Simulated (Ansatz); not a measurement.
# CH7AlBFSi: how energies converge with the basis set

One table from this session's results is given with a row withheld; the runs are named, their logs left out.

Computed with Ansatz 0.2.0, Gaussian basis. Level: one geometry, several basis sets.

Plan: PBE0-D4/def2-SVP; ωB97M-V/def2-SVP; PBE0-D4/def2-QZVPP; ωB97M-V/def2-QZVPP; the functionals' def2-TZVPP values are taken from earlier runs.

## The relaxed structure

An earlier PBE0-D4 in a triple-zeta def2 set relaxation fixed the geometry.

SMILES `[BH2][Al]([CH3])[SiH2]F`, 12 atoms, charge 0, spin multiplicity 1.

Atoms are counted from 1 here; the program's logs count them from 0.

Bond lengths: B1–Al2 2.113 Å, B1–H6 1.200 Å, B1–H7 1.200 Å, Al2–C3 1.962 Å, Al2–Si4 2.481 Å, C3–H8 1.095 Å, C3–H9 1.095 Å, C3–H10 1.092 Å, Si4–F5 1.617 Å, Si4–H11 1.494 Å, Si4–H12 1.494 Å. Angles: Al2–B1–H6 122.8°, Al2–B1–H7 122.7°, H6–B1–H7 114.4°, B1–Al2–C3 125.8°, B1–Al2–Si4 117.5°, C3–Al2–Si4 116.6°, Al2–C3–H8 110.2°, Al2–C3–H9 110.6°, Al2–C3–H10 113.5°, H8–C3–H9 106.4°, H8–C3–H10 107.9°, H9–C3–H10 108.0°, Al2–Si4–F5 110.9°, Al2–Si4–H11 113.2°, Al2–Si4–H12 113.2°, F5–Si4–H11 106.5°, F5–Si4–H12 106.5°, H11–Si4–H12 106.0°.

Set-up of the first run:

File in.yaml:

```yaml
crystal:
  periodic: [false, false, false]
  atoms:
    - {symbol: B, position_ang: [0.072781, 2.370262, 0.045480]}
    - {symbol: Al, position_ang: [0.212199, 0.263677, 0.134624]}
    - {symbol: C, position_ang: [1.608642, -0.757303, 1.060613]}
    - {symbol: Si, position_ang: [-1.543841, -1.052642, -1.022839]}
    - {symbol: F, position_ang: [-2.617679, -0.078533, -1.739904]}
    - {symbol: H, position_ang: [0.566451, 3.017281, -0.836923]}
    - {symbol: H, position_ang: [-0.541717, 3.014996, 0.850292]}
    - {symbol: H, position_ang: [1.165263, -1.376794, 1.847784]}
    - {symbol: H, position_ang: [2.105279, -1.445489, 0.368645]}
    - {symbol: H, position_ang: [2.374262, -0.128727, 1.519853]}
    - {symbol: H, position_ang: [-1.002843, -1.946126, -2.091467]}
    - {symbol: H, position_ang: [-2.321800, -1.935902, -0.102159]}
basis:
  gaussian: {orbitals: def2-SVP}
hamiltonian: {xc: pbe0, dispersion: d4}
output: {orbitals: {seedname: orbitals}}
```

On the command line:

```bash
ansatz run in.yaml --threads 4 --pin off --events-out ev --progress --plain --max-ram 10444MiB
```

Among the steps run: PBE0-D4 in def2-SVP; ωB97M-V in def2-SVP; PBE0-D4 in def2-QZVPP; ωB97M-V in def2-QZVPP.

One of the session's tables, all rows but one given; the rest of the session is left out.

It belongs to the step «Functionals by basis». 

| functional | basis | HOMO (eV) | LUMO (eV) |
| --- | --- | --- | --- |
| PBE0-D4 | def2-SVP | -6.97 | -2.36 |
| PBE0-D4 | def2-TZVPP | -6.99 | -2.41 |
| PBE0-D4 | def2-QZVPP | ? | ? |
| ωB97M-V | def2-SVP | -8.93 | -0.37 |
| ωB97M-V | def2-TZVPP | -8.98 | -0.53 |
| ωB97M-V | def2-QZVPP | -8.99 | -0.59 |

Estimate the missing values for PBE0-D4, def2-QZVPP.

The run gave: HOMO (eV): -7.00; LUMO (eV): -2.42. In the column «HOMO (eV)» it lies between ωB97M-V, def2-SVP (-8.93) and PBE0-D4, def2-TZVPP (-6.99).
